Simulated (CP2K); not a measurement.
**HfIn4SiO6 in CP2K: the effect of functional**

Crystal: HfIn4SiO6.

```
Hf In Si O
1.0
     6.44558    0.00000    0.00000
    -3.20770    5.59072    0.00000
    -0.77128   -1.33174    6.30872
Hf In Si O
1 4 1 6
Direct
  0.10178 0.10178 0.00912
  0.79222 0.48204 0.00818
  0.48204 0.79222 0.00818
  0.54472 0.21983 0.48398
  0.21983 0.54472 0.48398
  0.85433 0.85433 0.44523
  0.83500 0.58822 0.38104
  0.58822 0.83500 0.38104
  0.02899 0.02899 0.29500
  0.97920 0.97920 0.69555
  0.42852 0.14514 0.07435
  0.14514 0.42852 0.07435
```

The cell was built by a generator and needn't be a form met in nature.

Alike in all runs:

- Program: CP2K 2026.2
- Task: band structure
- Potentials or basis: POTENTIAL_UZH Hf GTH-PBE-q12, In GTH-PBE-q13, Si GTH-PBE-q4, O GTH-PBE-q6; TZVP-MOLOPT-PBE-GTH basis
- Density cutoff: 13606 eV
- k mesh: 5 × 5 × 4
- Occupations: fermi-dirac, width 0.05 eV
- Spin: no spin polarisation

```tsv
functional	pressure (GPa)	largest force (eV/Å)
LDA	?	?
PBEsol	-3.1	0.61
RPBE	1.3	0.45
```

What does the run with functional LDA give?

Pressure -4.7 GPa; largest force 0.78 eV/Å.

Caveats: the potentials were made for another functional, which shifts forces and pressure; the basis of atomic orbitals isn't converged, which shifts pressures, moduli and gaps.
